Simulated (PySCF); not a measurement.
# C5H10Si2: the cost of one run

Programs: PySCF 2.14.0, with density-fitted response routines of our own. Each step states its level of theory. These are calculated values for one molecule in the gas phase, unless marked as measured. Atoms are numbered from 0 throughout.

### 1 Starting geometry

17 atoms, charge 0, multiplicity 1; geometry from: GFN2-xTB.

Bonds of the start (Å): C0–C1 1.20, C1–Si2 1.85, Si2–Si3 2.31, Si3–C4 1.92, C4–C5 1.54, C5–C6 1.54, C6–Si3 1.92, C0–H7 1.05, Si2–H8 1.47, Si2–H9 1.47, Si3–H10 1.48, C4–H11 1.09, C4–H12 1.09, C5–H13 1.09, C5–H14 1.09, C6–H15 1.09, C6–H16 1.09.

### 2 Excited states and response: PBE0/def2-SVPD

Job settings and geometry (Å):

```
{"job": {"kind": "uv", "xc": "PBE0", "basis": "def2-SVPD", "nstates": 8, "ntriplets": 3}, "charge": 0, "multiplicity": 1}
C      3.100564     1.518528    -0.077295
C      2.652107     0.407463    -0.183035
Si     1.897148    -1.277352    -0.319736
Si    -0.407661    -1.134619    -0.242351
C     -1.221233     0.037024     1.041925
C     -2.000738     0.759607    -0.071154
C     -1.304436     0.180266    -1.315543
H      3.504911     2.486358     0.012731
H      2.404445    -1.854567    -1.572735
H      2.462148    -2.055671     0.791650
H     -1.101504    -2.437427    -0.297370
H     -0.515658     0.701495     1.538746
H     -1.856774    -0.393524     1.812205
H     -1.939262     1.845960    -0.006808
H     -3.054004     0.481282    -0.051064
H     -0.633024     0.903864    -1.775522
H     -1.994027    -0.156658    -2.086214
```

Method: TDDFT PBE0/def2-SVPD, vertical, gas phase, core orbitals frozen in the response.

Command:

```sh
OMP_NUM_THREADS=1 python probes_run.py task.json out
```

One launch serves the whole session: the jobs run in the order shown.

Q: Estimate the wall time and peak memory of this job on 1 thread of Intel Xeon at 2.50GHz, shared host.

About 2.1 min, with a peak of 0.88 GiB.
